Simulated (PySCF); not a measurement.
**SnF⁺: spin, charge, geometry and surroundings**

One physical setting of the base script is moved in each run, with the edits that it forces.

The runs use PySCF 2.14.0; method and basis as typed in the scripts.

3 further runs of the same task are left out: 1 for a known fault of the program, 2 that didn't finish.

## Step 1: Where the work starts

SnF⁺: 2 atoms, charge 1, spin multiplicity 1.

Bond lengths: Sn1–F2 1.859 Å.

## Step 2: The base run

input.py

```python
from pyscf import gto, scf, mp

mol = gto.M(
    atom='Sn 0 0 0; F 0 0 1.859',
    basis='ano-rcc-vdzp',
    charge=1,
    spin=0,
    verbose=3,
)
mf = scf.RHF(mol)
mf = mf.sfx2c1e()
mf.kernel()
mp.MP2(mf).kernel()
mf.dip_moment()
print('orbital energies (hartree):', mf.mo_energy[..., max(0, mol.nelec[1]-3):mol.nelec[0]+3].round(4))
```

Started as:

```
$ OMP_NUM_THREADS=1 python input.py
```

The log of this run is left out.

Base result: E(SCF) = -6273.059653 Eh, E(MP2) − E(SCF) = -0.66226 Eh.

The bond length is a typed value, not an optimised one. The dipole of an ion depends on the origin.

## Step 3: Bond 3.718 Å

Edit 1 changes bond length: 1.859 Å → 3.718 Å.

input.py

```python
from pyscf import gto, scf, mp

mol = gto.M(
    atom='Sn 0 0 0; F 0 0 3.718',
    basis='ano-rcc-vdzp',
    charge=1,
    spin=0,
    verbose=3,
)
mf = scf.RHF(mol)
mf = mf.sfx2c1e()
mf.kernel()
mp.MP2(mf).kernel()
mf.dip_moment()
print('orbital energies (hartree):', mf.mo_energy[..., max(0, mol.nelec[1]-3):mol.nelec[0]+3].round(4))
```

Started as:

```
$ OMP_NUM_THREADS=1 python input.py
```

## Step 4: Bond 2.788 Å

Edit 2 changes bond length: 1.859 Å → 2.788 Å.

Changes to input.py since step 2:

```diff
@@ -3,3 +3,3 @@
 mol = gto.M(
-    atom='Sn 0 0 0; F 0 0 1.859',
+    atom='Sn 0 0 0; F 0 0 2.788',
     basis='ano-rcc-vdzp',
```

## Step 5: Bond 1.915 Å

Edit 3 changes bond length: 1.859 Å → 1.915 Å.

Changes to input.py since step 2:

```diff
@@ -3,3 +3,3 @@
 mol = gto.M(
-    atom='Sn 0 0 0; F 0 0 1.859',
+    atom='Sn 0 0 0; F 0 0 1.915',
     basis='ano-rcc-vdzp',
```

## Step 6: Charge +0 (doublet, UHF)

Edit 4 changes charge: 1 → 0; spin (2S): 0 → 1; SCF type: RHF → UHF.

input.py

```python
from pyscf import gto, scf, mp

mol = gto.M(
    atom='Sn 0 0 0; F 0 0 1.859',
    basis='ano-rcc-vdzp',
    charge=0,
    spin=1,
    verbose=3,
)
mf = scf.UHF(mol)
mf = mf.sfx2c1e()
mf.kernel()
mp.MP2(mf).kernel()
mf.dip_moment()
print('orbital energies (hartree):', [e[max(0, n-3):n+3].round(4) for e, n in zip(mf.mo_energy, mol.nelec)])
```

Before running it: what results should come out? Wanted: for each run, E(SCF); from base; gap, α spin; SCF dipole; after the SCF.

The runs gave:

| run | E(SCF) (hartree) | from base (eV) | gap, α spin (eV) | SCF dipole (D) | after the SCF |
| --- | --- | --- | --- | --- | --- |
| base | -6273.059653 | 0 | 12.68 | n/a | MP2 correlation -18.021 eV |
| bond 3.718 Å | -6272.817847 | +6.5799 | 5.37 | n/a | MP2 correlation -19.138 eV |
| bond 2.788 Å | -6272.926326 | +3.6280 | 8.73 | n/a | MP2 correlation -18.396 eV |
| bond 1.915 Å | -6273.059024 | +0.0171 | 12.63 | n/a | MP2 correlation -18.054 eV |
| charge +0 (doublet, UHF) | -6273.310620 | -6.8292 | 6.84 | 2.85 | MP2 correlation -18.091 eV |

In words: The largest comparable shift of the SCF energy, +6.580 eV, comes with the run “bond 3.718 Å”. At the SCF level, adding an electron (to the doublet) releases 6.83 eV at fixed geometry. With bond 3.718 Å the frontier gap moves by over 1.5 eV, which can mean another electronic state rather than the bond length alone. With bond 2.788 Å the frontier gap moves by over 1.5 eV, which can mean another electronic state rather than the bond length alone.
